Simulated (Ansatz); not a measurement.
Consider a formation energy from the elements of SrMg2 and its elements (the Python package of Ansatz (0.2.0)).

The script, `srmg2.py`:
```python
'''Is SrMg2 bound against its elements, after relaxing atoms and volume at fixed cell shape.'''

from collections import Counter
import warnings

import ansatz as az
from ase import Atoms
import numpy as np


def solve(name, crystal):
    calc = (
        crystal.calculation()
        .functional(az.Functional.PBESOL)
        .basis(500)  # plane waves up to this kinetic energy
        .kpoints(spacing=0.27)
        .occupations('cold', width=0.1)  # the run then minimises F = E - TS
        .stress()
    )
    calc = calc.relax(force_tolerance=0.01, fix_cell=['shape'])
    return calc.run(threads=1)


def counts(outcome):
    return Counter(site.symbol for site in outcome.lattice.sites)

def formation_energy(outcome, mu):
    n = counts(outcome)
    return (outcome.report['energy_sigma0_ev'] - sum(k * mu[element] for element, k in n.items())) / sum(n.values())


def volume_per_atom(outcome):
    return abs(np.linalg.det(outcome.lattice.cell_ang)) / len(outcome.lattice.sites)

warnings.simplefilter('ignore')

phases = {}
atoms = Atoms(
    ['Sr', 'Sr', 'Mg', 'Mg', 'Mg', 'Mg'],
    scaled_positions=[
        (0.5, 0.5, 0.5),
        (0.75, 0.75, 0.75),
        (0.125, 0.125, 0.625),
        (0.125, 0.625, 0.125),
        (0.625, 0.125, 0.125),
        (0.125, 0.125, 0.125),
    ],
    cell=[
        (0.0, 4.544757, 4.544757),
        (4.544757, 0.0, 4.544757),
        (4.544757, 4.544757, 0.0),
    ],
    pbc=True,
)
srmg2 = az.Crystal.from_ase(atoms)
phases['SrMg2'] = srmg2
sr = (
    az.Lattice.from_parameters(4.302533, 4.302533, 4.302533, alpha=60.0, beta=60.0, gamma=60.0)
    .atom('Sr', (0.0, 0.0, 0.0))
)
phases['Sr'] = sr
mg = (
    az.Lattice.from_parameters(3.2093, 3.2093, 5.2103, alpha=90, beta=90, gamma=120)
    .space_group(194)
    .atom('Mg', (1 / 3, 2 / 3, 0.25))
)
phases['Mg'] = mg

done = {}
for name, crystal in phases.items():
    done[name] = solve(name, crystal)
    print(f'{name}: {done[name].report["energy_sigma0_ev"]:.4f} eV, {len(done[name].lattice.sites)} atoms')

# energy of one atom in its reference phase
references = {'Sr': 'Sr', 'Mg': 'Mg'}
mu = {element: done[name].report['energy_sigma0_ev'] / len(done[name].lattice.sites) for element, name in references.items()}

target = done['SrMg2']
heat = formation_energy(target, mu)
for element, value in mu.items():
    print(f'mu({element}) = {value:.4f} eV from {references[element]}, {volume_per_atom(done[references[element]]):.2f} A^3/atom')
print(f'formation energy of SrMg2: {heat:.4f} eV/atom = {96.4853 * heat:.1f} kJ/mol of atoms')
```

Is SrMg2 bound against its elements at this level, and by how much?

The formation energy is -0.103 eV an atom (-10.0 kJ per mole of atoms), so SrMg2 lies below the reference phases.

The output:

```console
$ python srmg2.py
SrMg2: -14633.2437 eV, 6 atoms
Sr: -3492.2144 eV, 1 atoms
Mg: -3824.0970 eV, 2 atoms
mu(Sr) = -3492.2144 eV from Sr, 51.77 A^3/atom
mu(Mg) = -1912.0485 eV from Mg, 22.46 A^3/atom
formation energy of SrMg2: -0.1035 eV/atom = -10.0 kJ/mol of atoms
```

Reading the output:
- Total energies depend on the potentials; only differences at equal settings carry meaning.
- For the metals among these phases the mesh is modest: differences between phases can be off by up to 40 meV an atom.
- Atoms and volume are relaxed with the cell's shape held, which in cells of lower than cubic symmetry can hide stresses and shift volumes.
- The cells come from databases of deposited and of computed structures, and not all need be stable phases.
- The compound is the structure given, not necessarily its lowest; energies are at zero temperature, with no correction for gases. A semilocal functional's error on such energies is often 0.05 to 0.1 eV an atom, and 0.1 to 0.3 eV against gases such as O2 or F2.
- Wall time of the script: 23 s on 1 thread of Arm Neoverse V1, on a shared host, peak memory 0.53 GiB.
